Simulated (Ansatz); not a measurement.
**CH8GeOSi: basis-set convergence**

An exercise on one series of results from a longer session: the logs are not shown, and one member is left open.

The runs use Ansatz 0.2.0, Gaussian basis; one geometry, several basis sets.

Plan: PBE0-D4/def2-SVP; ωB97M-V/def2-SVP; PBE0-D4/def2-QZVPP; ωB97M-V/def2-QZVPP; the functionals' def2-TZVPP values are taken from earlier runs.

## The relaxed structure

The geometry comes from an earlier relaxation with PBE0-D4 in a triple-zeta def2 set; it is a stationary point, not always the lowest conformer.

12 atoms, charge 0, spin multiplicity 1.

Atoms are counted from 1 here; the program's logs count them from 0.

Bond lengths: C1–Si2 1.858 Å, C1–H5 1.092 Å, C1–H6 1.093 Å, C1–H7 1.092 Å, Si2–O3 1.638 Å, Si2–H8 1.493 Å, Si2–H9 1.493 Å, O3–Ge4 1.774 Å, Ge4–H10 1.533 Å, Ge4–H11 1.538 Å, Ge4–H12 1.538 Å. Angles: Si2–C1–H5 110.8°, Si2–C1–H6 110.4°, Si2–C1–H7 110.8°, H5–C1–H6 108.2°, H5–C1–H7 108.3°, H6–C1–H7 108.2°, C1–Si2–O3 108.9°, C1–Si2–H8 110.4°, C1–Si2–H9 110.4°, O3–Si2–H8 109.9°, O3–Si2–H9 109.9°, H8–Si2–H9 107.3°, Si2–O3–Ge4 133.9°, O3–Ge4–H10 105.6°, O3–Ge4–H11 108.6°, O3–Ge4–H12 108.6°, H10–Ge4–H11 111.5°, H10–Ge4–H12 111.5° and more.

As a file:

```csv
atom,x (Å),y (Å),z (Å)
C1,0.5789,1.9225,-1.0019
Si2,0.7895,0.3443,-0.0450
O3,-0.6684,-0.3890,0.0963
Ge4,-1.2187,-1.8936,0.8573
H5,0.1838,1.7211,-2.0002
H6,1.5397,2.4329,-1.1109
H7,-0.1105,2.5976,-0.4900
H8,1.3496,0.6284,1.3094
H9,1.7494,-0.5622,-0.7419
H10,-2.7279,-1.9590,0.5970
H11,-0.9075,-1.8249,2.3621
H12,-0.4808,-3.0734,0.2019
```

The first run:

The input, in.yaml:

```yaml
crystal:
  periodic: [false, false, false]
  atoms:
    - {symbol: C, position_ang: [0.578903, 1.922496, -1.001949]}
    - {symbol: Si, position_ang: [0.789529, 0.344320, -0.045035]}
    - {symbol: O, position_ang: [-0.668411, -0.388969, 0.096322]}
    - {symbol: Ge, position_ang: [-1.218720, -1.893609, 0.857274]}
    - {symbol: H, position_ang: [0.183764, 1.721115, -2.000211]}
    - {symbol: H, position_ang: [1.539734, 2.432908, -1.110909]}
    - {symbol: H, position_ang: [-0.110550, 2.597587, -0.489968]}
    - {symbol: H, position_ang: [1.349616, 0.628405, 1.309360]}
    - {symbol: H, position_ang: [1.749438, -0.562194, -0.741921]}
    - {symbol: H, position_ang: [-2.727854, -1.958971, 0.596970]}
    - {symbol: H, position_ang: [-0.907494, -1.824855, 2.362105]}
    - {symbol: H, position_ang: [-0.480756, -3.073435, 0.201863]}
basis:
  gaussian: {orbitals: def2-SVP}
hamiltonian: {xc: pbe0, dispersion: d4}
output: {orbitals: {seedname: orbitals}}
```

On the command line:

```
> ansatz run in.yaml --threads 4 --pin off --events-out ev --progress --plain --max-ram 10444MiB
```

Steps of the session up to this table: PBE0-D4 in def2-SVP; ωB97M-V in def2-SVP; PBE0-D4 in def2-QZVPP; ωB97M-V in def2-QZVPP.

One of the session's tables, all rows but one given; the rest of the session is left out.

It belongs to the step «Density functionals: the series». 

| functional | basis | HOMO (eV) | LUMO (eV) |
| --- | --- | --- | --- |
| PBE0-D4 | def2-SVP | -8.16 | 0.34 |
| PBE0-D4 | def2-TZVPP | -8.25 | 0.05 |
| PBE0-D4 | def2-QZVPP | -8.26 | -0.17 |
| ωB97M-V | def2-SVP | -10.42 | 2.23 |
| ωB97M-V | def2-TZVPP | ? | ? |
| ωB97M-V | def2-QZVPP | -10.57 | 1.36 |

Estimate the missing values for ωB97M-V, def2-TZVPP.

As computed: HOMO (eV): -10.56; LUMO (eV): 1.80. In the column «HOMO (eV)» it lies between ωB97M-V, def2-QZVPP (-10.57) and ωB97M-V, def2-SVP (-10.42).
